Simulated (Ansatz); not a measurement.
Here is an Ansatz 0.2.0 calculation.

The input input.yaml:

```yaml
crystal:
  lattice:
    - [0.0, 3.235, 3.235]
    - [3.235, 0.0, 3.235]
    - [3.235, 3.235, 0.0]
  atoms:
    - { symbol: Bi, position: [0.0, 0.0, 0.0] }
    - { symbol: Te, position: [0.5, 0.5, 0.5] }
hamiltonian:
  xc: r2scan
  pseudopotentials: { kind: paw_fr }
magnetization:
  noncollinear: true
  spin_orbit: true
kpoints:
  mp_grid: { grid: [7, 7, 7] }
  band_path:
    path:
      - [[0.0, 0.0, 0.0], [0.5, 0.0, 0.5], [0.5, 0.25, 0.75], [0.375, 0.375, 0.75], [0.0, 0.0, 0.0], [0.5, 0.5, 0.5], [0.625, 0.25, 0.625], [0.5, 0.25, 0.75], [0.5, 0.5, 0.5], [0.375, 0.375, 0.75]]
      - [[0.625, 0.25, 0.625], [0.5, 0.0, 0.5]]
    npoints: 14
scf:
  occupations: { method: fermi_dirac, width: 0.05 }
  n_extra_bands: 6
output:
  forces: true
  stress: true
  eigenvalues: true
  fatbands: false
```

Potentials or basis: Ansatz PAW.

Launch:

```sh
$ ansatz run input.yaml --threads 2 --pin off --max-ram 5632MiB --backend cpu --events-out ev --progress --plain --runs-dir out
```

(1) What does it give for the band gap on the k mesh?

(2) What does it give for the pressure?

## Answers

(1) none (metal or under the smearing width).

(2) 1.5 GPa.

Caveat: the PAW data sets come from PBE, with cores solved anew for the run's functional, which leaves a small shift of forces and pressure.
